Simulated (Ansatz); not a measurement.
Write a Python script for Ansatz 0.2.0 through its Python package that makes an atomisation energy of CHF, SMILES [CH]F. Use (for the species named): CCSD(T), def2-TZVP basis, multiplicity 1.

Contents of `chf.xyz`:
```text
3

C    -0.12813   -0.35919   -0.10637
F     0.96961   -0.01128    0.53017
H    -0.84147    0.37047   -0.42380
```

Script `tae_chf.py`:
```python
"""Energy to split CHF into its atoms."""

from collections import Counter

import ansatz as az


def energy(molecule, charge=0, unpaired=0):
    calc = molecule.calculation().basis(gaussian="def2-TZVP").correlation("ccsd_t")
    if charge:
        calc = calc.charge(charge)
    if unpaired:
        calc = calc.spin("collinear", total=unpaired)
    return calc.run().report["free_energy_ev"]


def main() -> None:
    system = az.Crystal.molecule_from_extxyz("chf.xyz")

    # Hund ground states
    unpaired = {"C": 2, "F": 1, "H": 1}
    counts = Counter(site.symbol for site in system.cartesian_sites)
    atom_energy = {s: energy(az.Crystal.molecule().atom(s, (0, 0, 0)), 0, unpaired[s]) for s in counts}
    whole = energy(system, 0, 0)
    for s, e in atom_energy.items():
        print(f"{s:2s} x{counts[s]}  {e:14.5f} eV")
    print(f"CHF: {whole:.5f} eV")
    split = sum(counts[s] * e for s, e in atom_energy.items()) - whole
    print(f"atomisation energy (no zero-point term): {96.485332 * split:.1f} kJ/mol, {split / sum(counts.values()):.3f} eV an atom")


if __name__ == "__main__":
    main()
```

```console
$ python tae_chf.py
C  x1     -1028.07419 eV
F  x1     -2710.93587 eV
H  x1       -13.60052 eV
CHF: -3761.02073 eV
atomisation energy (no zero-point term): 811.5 kJ/mol, 2.803 eV an atom
```

811.5 kJ/mol from the electronic energies, without the zero-point term.

What to keep in mind:
- Total energies depend on the basis set; only differences at equal settings carry meaning.
- The geometry is a force-field or estimated start, not a minimum of this method, and the basis set is short of its limit. All parts are taken at fixed geometry, without zero-point energy.
- Timing: 1.5 s on 1 thread of INTEL(R) XEON(R) PLATINUM 8581C CPU @ 2.30GHz (Emerald Rapids) (shared host), peak memory 0.21 GiB.
